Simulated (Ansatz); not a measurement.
# SnSe2: properties at the relaxed cell

The task, for SnSe2: fit an equation of state.

Computed with Ansatz 0.2.0 (DFT PBEsol+D3(BJ), scalar-relativistic, plane waves, PAW, unless a step's input says otherwise).

## (1) Starting point

Symmetry: P-3m1, No. 164, trigonal system. Conventional cell: a = 3.790 Å, b = 3.790 Å, c = 5.768 Å, α = 90.00°, β = 90.00°, γ = 120.00°. Sn (site symmetry -3m) has 6 Se at 2.70 Å as nearest neighbours. Around Se (site symmetry 3m) lie 3 Sn at 2.70 Å.

As a file:

```xyz
3
Lattice="3.7901 0.0000 0.0000 -1.8951 3.2824 0.0000 0.0000 0.0000 5.7680" Properties=species:S:1:pos:R:3 pbc="T T T"
Sn    0.0000    0.0000    0.0000
Se    0.0000    2.1882    1.5862
Se    1.8951    1.0941    4.1818
```

It is the result of an earlier relaxation at this level (volume 23.92 Å³/atom; gap on the mesh: 0.06 eV).

## (2) The cell scaled to 0.97 of its volume

The input, input.yaml:

```yaml
crystal:
  lattice:
    - [3.7518493574, 0.0, 0.0]
    - [-1.8759246787, 3.2491968547, 0.0]
    - [0.0, 0.0, 5.709685914]
  atoms:
    - { symbol: Sn, position: [0.0, 0.0, 0.0] }
    - { symbol: Se, position: [0.3333333333, 0.6666666667, 0.2750013245] }
    - { symbol: Se, position: [0.6666666667, 0.3333333333, 0.7249986755] }
basis:
  ecutwfc: 420
kpoints:
  mp_grid: { grid: [12, 12, 6] }
hamiltonian:
  xc: pbesol
  dispersion: d3bj
scf:
  occupations: { method: gaussian, width: 0.02 }
output:
  forces: true
  stress: true
  eigenvalues: true
relax:
  adjacent_minimum: "off"
  f_tol: 0.01
  max_steps: 30
  cell: { stress_tol: 0.1, fix: [volume] }
```

Started as:

```console
$ ansatz run input.yaml --threads 1 --pin off --max-ram 2560MiB --backend cpu --events-out ev --progress --plain --runs-dir out
```

## (3) The cell scaled to 1.03 of its volume

input.yaml, as its differences from that of step 2:

```diff
@@ -2,5 +2,5 @@
   lattice:
-    - [3.7518493574, 0.0, 0.0]
-    - [-1.8759246787, 3.2491968547, 0.0]
-    - [0.0, 0.0, 5.709685914]
+    - [3.8276647203, 0.0, 0.0]
+    - [-1.9138323601, 3.314854885, 0.0]
+    - [0.0, 0.0, 5.8250641897]
   atoms:
```

## (4) Volume × 0.94

The input, input.yaml:

```yaml
crystal:
  lattice:
    - [3.736046499, 0.0, 0.0]
    - [-1.8680232495, 3.2355111778, 0.0]
    - [0.0, 0.0, 5.5800048603]
  atoms:
    - { symbol: Sn, position: [0.0, 0.0, 0.0] }
    - { symbol: Se, position: [0.3333333333, 0.6666666667, 0.281468348] }
    - { symbol: Se, position: [0.6666666667, 0.3333333333, 0.718531652] }
basis:
  ecutwfc: 420
kpoints:
  mp_grid: { grid: [12, 12, 6] }
hamiltonian:
  xc: pbesol
  dispersion: d3bj
scf:
  occupations: { method: gaussian, width: 0.02 }
output:
  forces: true
  stress: true
  eigenvalues: true
relax:
  adjacent_minimum: "off"
  f_tol: 0.01
  max_steps: 30
  cell: { stress_tol: 0.1, fix: [volume] }
```

## (5) Volume × 1.06

The input, input.yaml:

```yaml
crystal:
  lattice:
    - [3.8439714199, 0.0, 0.0]
    - [-1.9219857099, 3.3289769011, 0.0]
    - [0.0, 0.0, 5.9439730892]
  atoms:
    - { symbol: Sn, position: [0.0, 0.0, 0.0] }
    - { symbol: Se, position: [0.3333333333, 0.6666666667, 0.2691692581] }
    - { symbol: Se, position: [0.6666666667, 0.3333333333, 0.7308307419] }
basis:
  ecutwfc: 420
kpoints:
  mp_grid: { grid: [12, 12, 6] }
hamiltonian:
  xc: pbesol
  dispersion: d3bj
scf:
  occupations: { method: gaussian, width: 0.02 }
output:
  forces: true
  stress: true
  eigenvalues: true
  write_density: true
  write_potential: true
  elf: true
  volumetric_format: npy
relax:
  adjacent_minimum: "off"
  f_tol: 0.01
  max_steps: 30
  cell: { stress_tol: 0.1, fix: [volume] }
```

## (6) Volume × 0.91

The input, input.yaml:

```yaml
crystal:
  lattice:
    - [3.7199226606, 0.0, 0.0]
    - [-1.8599613303, 3.2215475242, 0.0]
    - [0.0, 0.0, 5.4488498451]
  atoms:
    - { symbol: Sn, position: [0.0, 0.0, 0.0] }
    - { symbol: Se, position: [0.3333333333, 0.6666666667, 0.2875666156] }
    - { symbol: Se, position: [0.6666666667, 0.3333333333, 0.7124333844] }
basis:
  ecutwfc: 420
kpoints:
  mp_grid: { grid: [12, 12, 6] }
hamiltonian:
  xc: pbesol
  dispersion: d3bj
scf:
  occupations: { method: gaussian, width: 0.02 }
output:
  forces: true
  stress: true
  eigenvalues: true
  write_density: true
  write_potential: true
  elf: true
  volumetric_format: npy
relax:
  adjacent_minimum: "off"
  f_tol: 0.01
  max_steps: 30
  cell: { stress_tol: 0.1, fix: [volume] }
```

## (7) Volume × 1.10

The input, input.yaml:

```yaml
crystal:
  lattice:
    - [3.8632802631, 0.0, 0.0]
    - [-1.9316401315, 3.3456988498, 0.0]
    - [0.0, 0.0, 6.1067694425]
  atoms:
    - { symbol: Sn, position: [0.0, 0.0, 0.0] }
    - { symbol: Se, position: [0.3333333333, 0.6666666667, 0.2630530753] }
    - { symbol: Se, position: [0.6666666667, 0.3333333333, 0.7369469247] }
basis:
  ecutwfc: 420
kpoints:
  mp_grid: { grid: [12, 12, 6] }
hamiltonian:
  xc: pbesol
  dispersion: d3bj
scf:
  occupations: { method: gaussian, width: 0.02 }
output:
  forces: true
  stress: true
  eigenvalues: true
relax:
  adjacent_minimum: "off"
  f_tol: 0.01
  max_steps: 30
  cell: { stress_tol: 0.1, fix: [volume] }
```

## (8) Volume × 0.88

The input, input.yaml:

```yaml
crystal:
  lattice:
    - [3.6980514454, 0.0, 0.0]
    - [-1.8490257227, 3.2026064962, 0.0]
    - [0.0, 0.0, 5.3317287211]
  atoms:
    - { symbol: Sn, position: [0.0, 0.0, 0.0] }
    - { symbol: Se, position: [0.3333333333, 0.6666666667, 0.2941696753] }
    - { symbol: Se, position: [0.6666666667, 0.3333333333, 0.7058303247] }
basis:
  ecutwfc: 420
kpoints:
  mp_grid: { grid: [12, 12, 6] }
hamiltonian:
  xc: pbesol
  dispersion: d3bj
scf:
  occupations: { method: gaussian, width: 0.02 }
output:
  forces: true
  stress: true
  eigenvalues: true
relax:
  adjacent_minimum: "off"
  f_tol: 0.01
  max_steps: 30
  cell: { stress_tol: 0.1, fix: [volume] }
```

(Steps that only read results are left out.)

Before running it: what results should come out? Wanted: equilibrium volume of the fit; bulk modulus.

**Answer**, as computed:

```
                     quantity          value
equilibrium volume of the fit  23.88 Å³/atom
                 bulk modulus         38 GPa
      its pressure derivative            8.6
```

In words: The fit puts the minimum at 23.88 Å³/atom with B = 38 GPa and B' = 8.6. The gap on the mesh closes under compression.
